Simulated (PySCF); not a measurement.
# C7H5O: the cost of one run

Programs: PySCF 2.14.0, with routines of our own; each step states its level. All values are computed. Atoms count from 0.

## 1. The system as given

13 atoms, charge 1, multiplicity 1; geometry from: GFN2-xTB.

## 2. Optimising the geometry at PBE0-D3(BJ)/def2-SVP

The job: settings as JSON, then the geometry in Å.

```
{"job": {"xc": "PBE0", "basis": "def2-SVP", "d3": "d3bj", "grid": 2, "kind": "geom"}, "charge": 1, "multiplicity": 1}
C      3.099346    -0.256701    -0.233137
C      1.901649    -0.156160    -0.144138
C      0.510034    -0.041124    -0.039651
C     -0.140115     1.192186    -0.257740
C     -1.504480     1.239517    -0.142671
O     -2.223892     0.182424     0.162085
C     -1.647980    -0.980179     0.373297
C     -0.291780    -1.154891     0.288889
H      4.146401    -0.344146    -0.310158
H      0.425135     2.075458    -0.509368
H     -2.090090     2.138654    -0.290930
H     -2.342993    -1.774520     0.616831
H      0.154378    -2.120032     0.468961
```

On the command line:

```bash
$ OMP_NUM_THREADS=1 python excited_run.py task.json out
```

This one command runs all jobs of the session in turn.

Q: Estimate the wall time and peak memory of this first job on 1 thread of AMD EPYC 9R45, shared host.

About 24 s, with a peak of 0.7 GiB.
